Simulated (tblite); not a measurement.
# C7H6ClFO2S: the cost of one run

The runs use tblite 0.8.0 and PySCF 2.14.0, with density-fitted response routines of our own; the level of theory stands in each step. All values are computed, except where a source is named. Atoms are numbered from 0 throughout.

### Step 1. The starting structure

18 atoms, charge 0, multiplicity 1; geometry from: force field or distance geometry start.

Bonds of the start (Å): C0–C1 1.52, C1–C2 1.39, C2–F3 1.33, C2–C4 1.40, C4–C5 1.39, C5–C6 1.40, C6–C7 1.41, C7–S8 1.78, S8–O9 1.45, S8–O10 1.44, S8–Cl11 2.04, C7–C1 1.41, C0–H12 1.10, C0–H13 1.09, C0–H14 1.09, C4–H15 1.09, C5–H16 1.09, C6–H17 1.08.

### Step 2. Relaxing the molecule with GFN2-xTB

The job: settings as JSON, then the geometry in Å.

```
{"job": {"kind": "relax", "xc": "GFN2-xTB", "basis": "xTB"}, "charge": 0, "multiplicity": 1}
C      0.845100    -1.954100     0.040000
C     -0.067700    -0.744400    -0.004000
C     -1.440300    -0.956400    -0.006900
F     -1.941500    -2.192400     0.023300
C     -2.354800     0.103400    -0.063200
C     -1.890000     1.411600    -0.131500
C     -0.510900     1.654600    -0.131200
C      0.404900     0.584900    -0.052800
S      2.138200     0.977600    -0.092300
O      2.282000     2.395200    -0.357300
O      2.848800    -0.028600    -0.844600
Cl     2.659600     0.741500     1.868200
H      0.286100    -2.851700     0.349900
H      1.265100    -2.136000    -0.953300
H      1.636000    -1.818900     0.774200
H     -3.422300    -0.101900    -0.065800
H     -2.584600     2.245700    -0.179400
H     -0.162500     2.676200    -0.184900
```

Launch:

```bash
OMP_NUM_THREADS=1 python probes_run.py task.json out
```

The driver reads the jobs from task.json and runs them one after another.

Q: Estimate the wall time of this first job on 1 thread of Arm Neoverse V1, shared host.

About 1 s.
